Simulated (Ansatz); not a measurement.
# Al2O3 (Corundum): the cost of one run

All numbers are computed with Ansatz 0.2.0 through its Python package. Level of theory: DFT PBE, plane waves, PAW.

**1. Starting point**

Symmetry: R-3c, No. 167, trigonal system. The conventional cell has a = 4.760 Å, b = 4.760 Å, c = 12.996 Å, α = 90.00°, β = 90.00°, γ = 120.00°. Around Al (site symmetry 3) lie 6 O at 1.85 to 1.97 Å. Around O (site symmetry 2) lie 4 Al at 1.85 to 1.97 Å.

The script holds or builds the structure itself.

**2. Script**

Contents of run_report.py:

```python
# -*- coding: utf-8 -*-
"""Electronic structure of Al2O3, looked at from several sides."""

import warnings

import ansatz as az
from ase import Atoms
import numpy as np

warnings.simplefilter("ignore", az.DeckWarning)

atoms = Atoms(
    ["Al", "Al", "Al", "Al", "O", "O", "O", "O", "O", "O"],
    scaled_positions=[
        (0.35216, 0.35216, 0.35216),
        (0.14784, 0.14784, 0.14784),
        (0.64784, 0.64784, 0.64784),
        (0.85216, 0.85216, 0.85216),
        (0.55668, 0.94332, 0.25),
        (0.25, 0.55668, 0.94332),
        (0.94332, 0.25, 0.55668),
        (0.44332, 0.05668, 0.75),
        (0.75, 0.44332, 0.05668),
        (0.05668, 0.75, 0.44332),
    ],
    cell=[
        (2.38025, 1.374238, 4.331867),
        (-2.38025, 1.374238, 4.331867),
        (0.0, -2.748476, 4.331867),
    ],
    pbc=True,
)
crystal = az.Crystal.from_ase(atoms)

calculation = crystal.calculation()
calculation = calculation.pseudopotentials("paw").basis(17 * az.Ha)
calculation = calculation.kpoints(mesh=(5, 5, 5))
calculation = calculation.occupations(az.OccupationsMethod.FIXED).band_densities([("v1", "v1"), ("c1", "c1")])
calculation = calculation.stress().band_table()
calculation = calculation.density_of_states(energy_step=0.1, method="smearing", broadening_width=0.15, projected=True)
outcome = calculation.run(threads=1)
rep = outcome.report

n_atoms = len(rep["lattice"]["sites"])
print("F =", round(rep["free_energy_ev"], 4), "eV for", n_atoms, "atoms")
print("E(sigma -> 0) =", round(rep["energy_sigma0_ev"], 4), "eV, TS =", round(rep["entropy_ts_ev"], 5), "eV")
print("closed by", rep["closed_by"], "after", rep["n_iterations"], "iterations")

# how spread out the top filled and lowest empty bands are
for name, window in zip(("top filled band", "lowest empty band"), outcome.band_densities().windows):
    field = window.outcome.density.channels[0].density_e_per_ang3
    ratio = field.mean() ** 2 / np.mean(field ** 2)
    print(f"{name}: band {window.window.first}, participation ratio {ratio:.3f} of the cell")

# principal values and the von Mises stress of the deviator
principal = np.linalg.eigvalsh(np.array(rep["stress_gpa"]))
mises = np.sqrt(0.5 * sum((principal[i] - principal[i - 1]) ** 2 for i in range(3)))
print("principal stresses (GPa, compression positive):", np.round(principal, 3))
print(f"mean {principal.mean():.3f} GPa, von Mises {mises:.3f} GPa, PV = {principal.mean() * rep['setup']['cell_volume_ang3'] / 160.21766:.4f} eV")

# band edges over the mesh points; the true edges can lie between them
levels = np.array(rep["eigenvalues_ev"])
filled = round(rep["n_electrons"] / 2)
top, bottom = levels[:, filled - 1], levels[:, filled]
print("top of band", filled, "at k =", rep["kpoints_frac"][top.argmax()], f"{top.max():.4f} eV")
print("bottom of band", filled + 1, "at k =", rep["kpoints_frac"][bottom.argmin()], f"{bottom.min():.4f} eV")
print(f"gap by band count {bottom.min() - top.max():.3f} eV, least direct gap {(bottom - top).min():.3f} eV")

dos = outcome.density_of_states()
energy = np.asarray(dos.energies_ev) - dos.fermi_ev
projected = outcome.projected_density_of_states()
# electrons in each projected shell, from the curves below the Fermi level
step = energy[1] - energy[0]
for index, site in enumerate(projected.sites):
    for shell in site.shells:
        curve = sum(np.sum(part.g_bin_mean_per_ev, axis=0) for part in shell.curves)
        print(f"site {index} {site.species:2s} {shell.label:3s} filled {curve[energy <= 0].sum() * step:7.3f}  at E_F {np.interp(0, energy, curve):7.3f} /eV")
```

**3. The input behind the calls**

The package turns the script's settings into the engine's input:

```yaml
crystal:
  lattice:
    - [2.38025, 1.374238, 4.331867]
    - [-2.38025, 1.374238, 4.331867]
    - [0.0, -2.748476, 4.331867]
  atoms:
    - { symbol: Al, position: [0.3521599999999999, 0.35216, 0.3521599999999999] }
    - { symbol: Al, position: [0.14784, 0.14784, 0.14784] }
    - { symbol: Al, position: [0.64784, 0.64784, 0.64784] }
    - { symbol: Al, position: [0.8521599999999999, 0.8521599999999999, 0.85216] }
    - { symbol: O, position: [0.55668, 0.9433199999999999, 0.24999999999999994] }
    - { symbol: O, position: [0.25, 0.55668, 0.94332] }
    - { symbol: O, position: [0.9433199999999999, 0.24999999999999997, 0.5566799999999998] }
    - { symbol: O, position: [0.44332, 0.05667999999999998, 0.75] }
    - { symbol: O, position: [0.75, 0.44332000000000005, 0.05668000000000007] }
    - { symbol: O, position: [0.056679999999999994, 0.75, 0.44331999999999994] }
basis:
  ecutwfc: 462.593566181796
kpoints:
  mp_grid:
    grid: [5, 5, 5]
hamiltonian:
  pseudopotentials:
    kind: paw
scf:
  occupations:
    method: fixed
output:
  band_densities:
    - { bands: [v1, v1] }
    - { bands: [c1, c1] }
  dos:
    de: 0.1
    method:
      smearing:
        sigma: 0.15
    projected: true
  stress: true
  eigenvalues: true
```

**4. Running it**

The run is started by

```sh
$ python run_report.py
```

Q: Estimate wall time and peak memory on 1 thread of Arm Neoverse V1, shared host.

About 5.4 s, with a peak of 0.41 GiB.
